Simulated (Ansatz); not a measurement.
# Al4Co3Ni: the cost of one run

Method: DFT PBE, scalar-relativistic, plane waves, PAW, in Ansatz 0.2.0.

### Step 1. The system as given

It takes space group P4/mmm (No. 123, tetragonal). Conventional cell: a = 5.923 Å, b = 5.923 Å, c = 2.962 Å, α = 90.00°, β = 90.00°, γ = 90.00°. Al (site symmetry m2m) is surrounded by 2 Ni at 2.56 Å and 6 Co at 2.56 Å. Around Co (site symmetry 4/mmm) lie 8 Al at 2.56 Å. Co (site symmetry mmm) is surrounded by 8 Al at 2.56 Å. Ni (site symmetry 4/mmm) is surrounded by 8 Al at 2.56 Å.

Coordinates:

```cif
data_structure
_symmetry_space_group_name_H-M 'P 1'
_symmetry_Int_Tables_number 1
_cell_length_a 5.9234
_cell_length_b 5.9234
_cell_length_c 2.9617
_cell_angle_alpha 90.000
_cell_angle_beta 90.000
_cell_angle_gamma 90.000
_cell_volume 103.92
loop_
_atom_site_label
_atom_site_type_symbol
_atom_site_fract_x
_atom_site_fract_y
_atom_site_fract_z
_atom_site_occupancy
Al1 Al 0.75000 0.75000 0.50000 1
Al2 Al 0.75000 0.25000 0.50000 1
Al3 Al 0.25000 0.75000 0.50000 1
Al4 Al 0.25000 0.25000 0.50000 1
Co1 Co 0.00000 0.00000 0.00000 1
Co2 Co 0.00000 0.50000 0.00000 1
Co3 Co 0.50000 0.00000 0.00000 1
Ni1 Ni 0.50000 0.50000 0.00000 1
```

The start is an ordering of an alloy on its end members' structure types: elements ordered on the sites of the AlNi type, Ni/Co on Ni (P4/mmm, No. 123).

### Step 2. The guess as it stands, on a coarse mesh

input.yaml

```yaml
crystal:
  lattice:
    - [5.92342117, 0.0, 0.0]
    - [0.0, 5.92342117, 0.0]
    - [0.0, 0.0, 2.96171058]
  atoms:
    - { symbol: Al, position: [0.75, 0.75, 0.5] }
    - { symbol: Al, position: [0.75, 0.25, 0.5] }
    - { symbol: Al, position: [0.25, 0.75, 0.5] }
    - { symbol: Al, position: [0.25, 0.25, 0.5] }
    - { symbol: Co, position: [0.0, 0.0, 0.0], spin: 3.0 }
    - { symbol: Co, position: [0.0, 0.5, 0.0], spin: -3.0 }
    - { symbol: Co, position: [0.5, 0.0, 0.0], spin: 3.0 }
    - { symbol: Ni, position: [0.5, 0.5, 0.0], spin: 2.0 }
basis:
  ecutwfc: 420
kpoints:
  mp_grid: { grid: [4, 4, 6] }
hamiltonian:
  xc: pbe
scf:
  occupations: { method: gaussian, width: 0.1 }
  lower_state_search: "off"
output:
  forces: true
  stress: true
  eigenvalues: true
  populations: true
magnetization:
  spin_polarized: true
```

Started as:

```
ansatz run input.yaml --threads 1 --pin off --max-ram 2560MiB --backend cpu --events-out ev --progress --plain --runs-dir out
```

What time and memory should one allow on 1 thread of Intel Xeon at 2.70GHz, shared host?

About 78 s, with a peak of 0.62 GiB.
